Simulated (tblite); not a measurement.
# C2H6ClGeO: the cost of one run

Computed with tblite 0.8.0 and PySCF 2.14.0; each step states its level. No surroundings beyond the atoms listed, unless a continuum is named. Atoms count from 0, parts from 1.

## Step 1: Starting point

11 atoms, charge 0, multiplicity 2; geometry: distance geometry start.

## Step 2: Relaxing the cluster with GFN2-xTB

The job: settings as JSON, then the geometry in Å.

```
{"job": {"kind": "relax", "xc": "GFN2-xTB", "basis": "xTB"}, "charge": 0, "multiplicity": 2}
C     -2.456854    -0.558659     1.813745
C     -2.619954     0.604744     0.959525
Ge    -1.687925    -2.028376     0.844079
Cl    -1.421375    -0.132984     3.166646
O     -3.709349    -0.934314     2.295036
H     -2.640895     1.443958     1.519066
H     -3.488349     0.506624     0.392149
H     -1.805083     0.642539     0.311643
H     -1.651029    -1.677314    -0.626431
H     -0.287304    -2.267010     1.354396
H     -2.520000    -3.274767     1.069109
```

Level: GFN2-xTB geometry optimisation, gas phase.

Run with:

```
$ OMP_NUM_THREADS=1 python cluster_run.py task.json out
```

This one command runs all jobs of the session in turn.

**Question.** How long does this first job take on 1 thread of Arm Neoverse V1, shared host?

About 1.6 s.
